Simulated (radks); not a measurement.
**Zn⁺ with its nuclear charge varied continuously**

An exercise on one series of results from a longer session: the logs are not shown, and one member is left open.

The numbers are computed with radks (a radial shooting solver on a logarithmic mesh, Libxc functionals) version 1 (Dirac Kohn-Sham, PBEsol, spin-unpolarised, spherical densities, finite nucleus), except any that are marked as measured or tabulated.

### The atom as given

```
element            : zinc (Z = 30)
charge             : +1
electrons          : 29
configuration      : [Ar] 3d10 4s1
nuclear rms radius : 3.9283 fm
```

The outer shells:

Zn⁺
```
[Ar] core
3d [↑↓][↑↓][↑↓][↑↓][↑↓]
4s [↑ ]
```

Set-up of the first run:

The run's settings:

```text
Z 30
configuration [Ar] 3d10 4s1
relativity Dirac
functional pbe_sol,pbe_sol
spin unpolarised
j_filling energy
nucleus finite rms 3.9283 fm
c 137.035999084
```

Among the steps run: Z = 30.

One table of the session follows, with a row left open; its other results are not shown here.

From the orbitals of this run (lengths in bohr):

| level | <r> | outermost maximum (interpolated) | 90 % within | nodes |
| --- | --- | --- | --- | --- |
| 2p1/2 | 0.1960 | 0.150 | 0.321 | 0 |
| 2p3/2 | 0.1994 | 0.153 | 0.326 | 0 |
| 3s1/2 | 0.6818 | 0.589 | 1.02 | 2 |
| 3p1/2 | 0.7068 | 0.587 | 1.09 | 1 |
| 3p3/2 | 0.7177 | 0.595 | 1.11 | 1 |
| 3d3/2 | 0.8925 | 0.564 | 1.57 | 0 |
| 3d5/2 | 0.9000 | 0.567 | 1.58 | 0 |
| 4s1/2 | ? | ? | ? | ? |

**Question.** Estimate the row for 4s1/2.

The run gave: <r>: 2.390; outermost maximum (interpolated): 1.98; 90 % within: 3.61; nodes: 3. In the column «<r>» it is the highest.
